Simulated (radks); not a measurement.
# Nb³⁺ in [Ar] 3d10 4s2 4p4 4d2 5p2: an all-electron calculation

Aim: the levels, the sizes of the orbitals and the parts of the energy of the niobium ion Nb3+.

Method: Dirac Kohn-Sham, BLYP, spin-unpolarised, spherical densities, point nucleus; open shells fill j = l - 1/2 first. Code: radks (a radial shooting solver on a logarithmic mesh, Libxc functionals) version 1.

**1. The system**

| Property | Result |
| --- | --- |
| element | niobium (Z = 41) |
| charge | +3 |
| electrons | 38 |
| configuration | [Ar] 3d10 4s2 4p4 4d2 5p2 |

**2. Self-consistent calculation**

Input:

```text
Z 41
configuration [Ar] 3d10 4s2 4p4 4d2 5p2
relativity Dirac
functional b88,lyp
spin unpolarised
j_filling energy
nucleus point
c 137.035999084
```

Q: Predict the outcome of this run.

As calculated:

| quantity | value |
| --- | --- |
| total energy | -3815.47658 hartree |
| exchange-correlation share of it | 3.09 % |
| −T/E | 1.0353 |
| highest occupied level | 5p1/2, -24.424 eV |
| most extended occupied level | 5p1/2, <r> = 2.92 bohr |
| radius at density 0.001 e/bohr³ | 4.36 bohr |
| maxima of the radial density | 3 |

What this shows: 5 principal shells are occupied and 3 maxima appear in the radial density; where shells overlap, one shows as a shoulder or not at all. −T/E is 1.035: with relativity the kinetic term as defined here no longer equals −E. This is not the tabulated ground configuration, so its levels and sizes aren't those of the ground state, and no measured value stands beside it.
